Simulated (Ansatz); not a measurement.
**MgAs (quartet): wB97M-V, HSE06, B2PLYP, RPA-PBE over a scan of the distance As1–Mg2, cc-pVTZ**

Aim: run MgAs (quartet) with these functionals over a scan of the distance As1–Mg2, and hold them against the top wave-function level at the same points.

The runs use Ansatz 0.2.0, Gaussian basis; cc-pVTZ, all electrons in the functionals, frozen cores in the correlation of double hybrids and RPA.

Plan: wB97M-V, HSE06, B2PLYP, RPA-PBE, at 2.410 Å; 2.643 Å; 2.923 Å; 3.611 Å; 4.956 Å; 7.057 Å.

21 further runs of the same task are left out: 6 for a known fault of the program, 1 for a mislabelled method, 11 that didn't finish, 3 set aside as unsound or not needed.

### Step 1. The geometry

The geometry derives from a PBE0/def2-TZVP stationary point (not a proven minimum). One bond is set to the value named and the two fragments are kept rigid. No spin-orbit coupling is included. The filled d shell of As may be among the frozen orbitals whatever the setting's name suggests; the logs give the count.

2 atoms, charge 0, spin multiplicity 4.

Atoms are counted from 1 here; the program's logs count them from 0.

Bond lengths: As1–Mg2 2.643 Å.

As a file:

```xyz
2
charge 0, multiplicity 4
As    0.00000    0.00000    0.00000
Mg    0.00000    0.00000    2.64320
```

No dispersion term is added; wB97M-V holds VV10 nonlocal correlation. HSE06 is the plane-wave form.

The geometry shown and the zero of energy belong to the point 2.643 Å. The yardstick, UCCSDT(Q), and other wave-function levels (R restricted, U unrestricted, valence and pair active spaces) come from earlier runs.

### Step 2. wB97M-V, 2.410 Å

Input file in.yaml:

```yaml
crystal:
  periodic: [false, false, false]
  atoms:
    - {symbol: As, position_ang: [0.000000, 0.000000, 0.000000]}
    - {symbol: Mg, position_ang: [0.000000, 0.000000, 2.410000]}
basis:
  gaussian: {orbitals: cc-pVTZ}
magnetization: {spin_polarized: true, initial_magnetization: 3}
hamiltonian: {xc: {name: wB97M-V}}
output: {forces: true, orbitals: {seedname: orbitals}}
```

Command:

```sh
$ ansatz run in.yaml --threads 1 --pin off --events-out ev --progress --plain --max-ram 2393MiB
```

Further steps of the session: wB97M-V, 2.643 Å; wB97M-V, 2.923 Å; wB97M-V, 3.611 Å; wB97M-V, 4.956 Å; wB97M-V, 7.057 Å; HSE06, 2.410 Å; HSE06, 2.643 Å; HSE06, 2.923 Å; HSE06, 3.611 Å; HSE06, 4.956 Å; HSE06, 7.057 Å; B2PLYP, 2.410 Å; B2PLYP, 2.643 Å; B2PLYP, 2.923 Å; B2PLYP, 3.611 Å; B2PLYP, 4.956 Å; B2PLYP, 7.057 Å; RPA-PBE, 2.410 Å; RPA-PBE, 2.643 Å; RPA-PBE, 2.923 Å; RPA-PBE, 3.611 Å; RPA-PBE, 4.956 Å; RPA-PBE, 7.057 Å.

Before running them: what should the planned runs give, taken together? Wanted: span of the UCCSDT(Q) curve; largest miss, wB97M-V; largest miss, HSE06; largest miss, B2PLYP; largest miss, RPA-PBE.

The runs gave:

| quantity | value |
| --- | --- |
| span of the UCCSDT(Q) curve | 0.450 eV |
| largest miss, wB97M-V | -0.030 eV (3.611 Å) |
| largest miss, HSE06 | +0.301 eV (7.057 Å) |
| largest miss, B2PLYP | +0.125 eV (4.956 Å) |
| largest miss, RPA-PBE | +0.049 eV (3.611 Å) |

Of the functionals, wB97M-V keep the smallest largest miss at the points compared (at most 0.030 eV) and HSE06 strays most (0.301 eV, at 7.057 Å). Functionals and the yardstick converge differently with the basis, so part of each miss in cc-pVTZ is the basis.
